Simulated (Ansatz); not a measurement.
Predict the output of the script below (Ansatz 0.2.0 through its Python package).

`ni_transition.py`
```python
"""Enthalpies of two structures of Ni under pressure."""

import warnings

import ansatz as az
import numpy as np
from tabulate import tabulate


def diamond(first, a):
    return az.Crystal.diamond(first, a=a)


def sc(first, a):
    return (
        az.Lattice.cubic(a)
        .space_group(221)
        .atom(first, (0, 0, 0))
    )


def ground_state(name, crystal, pressure=0.0):
    calc = (
        crystal.calculation()
        .functional("mr2scan")
        .basis(47 * az.Ry)
        .kpoints(spacing=0.39)
        .occupations("fermi_dirac", width=0.1)
        .spin("collinear")
    )
    calc = calc.relax(force_tolerance=0.02, max_steps=40, cell=True, pressure=pressure)
    return calc.run(threads=1, pin="off")


def volume_per_atom(outcome):
    return abs(np.linalg.det(outcome.lattice.cell_ang)) / len(outcome.lattice.sites)


def main() -> None:
    warnings.simplefilter("ignore", az.DeckWarning)

    phases = {}
    phases["diamond"] = diamond("Ni", 4.85).moments(Ni=1.5)
    phases["sc"] = sc("Ni", 2.29).moments(Ni=1.5)

    # H = E + PV, with 1 eV per cubic angstrom equal to 160.2 GPa
    pressures = [0, 10, 20, 30]
    enthalpy, volume = {name: [] for name in phases}, {name: [] for name in phases}
    for p in pressures:
        for name, crystal in phases.items():
            o = ground_state(name, crystal, pressure=p)
            volume[name].append(volume_per_atom(o))
            enthalpy[name].append(o.report["energy_sigma0_ev"] / len(o.lattice.sites) + p * volume[name][-1] / 160.21766)
    gap = np.array(enthalpy["sc"]) - np.array(enthalpy["diamond"])
    rows = [(p, va, vb, 1000 * d) for p, va, vb, d in zip(pressures, volume["diamond"], volume["sc"], gap)]
    print(tabulate(rows, headers=["P (GPa)", "V diamond (A^3/atom)", "V sc (A^3/atom)", "H(sc) - H(diamond) (meV/atom)"], floatfmt=".4f", tablefmt="rst"))
    crossings = [p0 - g0 * (p1 - p0) / (g1 - g0) for p0, p1, g0, g1 in zip(pressures, pressures[1:], gap, gap[1:]) if g0 * g1 < 0]
    print("crossing near", [round(float(p), 1) for p in crossings], "GPa") if crossings else print("no crossing in this range")


if __name__ == "__main__":
    main()
```

```console
$ python ni_transition.py
=========  ======================  =================  ===============================
  P (GPa)    V diamond (A^3/atom)    V sc (A^3/atom)    H(sc) - H(diamond) (meV/atom)
=========  ======================  =================  ===============================
        0                 15.8497            12.1381                        -518.3272
       10                 14.6370            11.4829                        -729.3289
       20                 13.7995            10.9826                        -913.7651
       30                 13.1609            10.5820                       -1080.6948
=========  ======================  =================  ===============================
no crossing in this range
```

Reading the output:
- These settings explore the input space; cutoff and mesh may be short of convergence.
- The magnetic order follows from the starting moments and needn't be the lowest.
- At a fixed pressure a relaxation lowers the enthalpy F + PV, while F alone can rise.
- For the metals among these phases the mesh is modest: differences between phases can be off by up to 40 meV an atom.
- r2SCAN tends to overestimate the moments of itinerant magnets.
- Only these two structures are compared, at zero temperature and with their symmetry kept; either may be hypothetical, and another phase may be lower than both. Magnetic phases start from parallel moments and may not end in their lowest magnetic state. Differences under about 40 meV an atom lie within the error of mesh and functional.
- The cells are prototypes set up for this calculation and needn't exist.
- It ran for 3.4 min on 1 thread of Arm Neoverse V2 (shared host), peak memory 0.54 GiB.

(Lines on the test bed's own set-up are left out of the output.)
